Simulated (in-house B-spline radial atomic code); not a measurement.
**Au²⁺: ionisation energy by several methods**

How far do functionals differ on the ionisation energy of Au²⁺? Each run solves Au²⁺ and then the next ion ([Xe] 4f14 5d8).

Method: Dirac-Coulomb, several functionals; spherical all-electron atom at the radial basis limit. Code: in-house B-spline radial atomic code version 1.

## Step 1: The system

| Item | Value |
| --- | --- |
| element | gold (Z = 79) |
| charge | +2 |
| electrons | 77 |
| configuration | [Xe] 4f14 5d9 |
| nucleus | Fermi, rms radius 5.437 fm |

Outer shells as boxes (Hund's rule):

[Xe] 4f14 5d9
```
[Xe] core
4f [↑↓][↑↓][↑↓][↑↓][↑↓][↑↓][↑↓]
5d [↑↓][↑↓][↑↓][↑↓][↑ ]
```

The boxes only draw the filling; these runs are spin-restricted and spherical.

## Step 2: PBEsol

Input settings:

```ini
Z = 79
electrons = 77.0
configuration = [Xe] 4f14 5d9
hamiltonian = dirac
method = pbesol
spin_polarised = False
nucleus = fermi
rms_radius = 5.4371
mass_number = 197
atomic_mass = 196.966570103
speed_of_light = 137.035999084
```

## Step 3: OLYP

Changes to the settings of step 2:

```diff
@@ -4,3 +4,3 @@
 hamiltonian = dirac
-method = pbesol
+method = optx,lyp
 spin_polarised = False
```

## Step 4: PBE

Changes to the settings of step 3:

```diff
@@ -4,3 +4,3 @@
 hamiltonian = dirac
-method = optx,lyp
+method = pbe,pbe
 spin_polarised = False
```

## Step 5: RPBE

Changes to the settings of step 4:

```diff
@@ -4,3 +4,3 @@
 hamiltonian = dirac
-method = pbe,pbe
+method = rpbe,pbe
 spin_polarised = False
```

## Step 6: BP86

Changes to the settings of step 5:

```diff
@@ -4,3 +4,3 @@
 hamiltonian = dirac
-method = rpbe,pbe
+method = b88,p86
 spin_polarised = False
```

## Step 7: BLYP

Changes to the settings of step 6:

```diff
@@ -4,3 +4,3 @@
 hamiltonian = dirac
-method = b88,p86
+method = b88,lyp
 spin_polarised = False
```

**Question.** The tabulated ionisation energy is 30 ± 1.6 eV (tabulated theoretical; NIST Atomic Spectra Database). What does each method give, and which comes nearest?

As calculated:

| method | rung | total energy (hartree) | ΔSCF (eV) | with Breit, QED, recoil (eV) | −ε highest (eV) | corrected ΔSCF less tabulated (eV) |
| --- | --- | --- | --- | --- | --- | --- |
| PBEsol | GGA | -19037.3894 | 33.910 | 33.916 | 26.686 (5d5/2) | +3.916 |
| OLYP | GGA | -19049.3697 | 33.933 | 33.940 | 26.662 (5d5/2) | +3.940 |
| PBE | GGA | -19042.6695 | 33.879 | 33.885 | 26.658 (5d5/2) | +3.885 |
| RPBE | GGA | -19043.2169 | 33.796 | 33.802 | 26.572 (5d5/2) | +3.802 |
| BP86 | GGA | -19044.8732 | 33.991 | 33.997 | 26.775 (5d5/2) | +3.997 |
| BLYP | GGA | -19043.6976 | 33.758 | 33.763 | 26.550 (5d5/2) | +3.763 |

**Reading.** The tabulated ionisation energy is 30 ± 1.6 eV (tabulated theoretical; NIST Atomic Spectra Database). BLYP comes nearest (+3.763 eV) and BP86 is farthest (+3.997 eV, 13 %). All methods miss on the same side by much the same amount, which points to something that they share. PBE is off by +3.885 eV. Open shells are averaged (over orientations, and over spins where the run is restricted), while tables refer to the lowest levels. For the semilocal functionals minus the highest level recovers only 79 % of their own ΔSCF value, a mark of self-interaction.
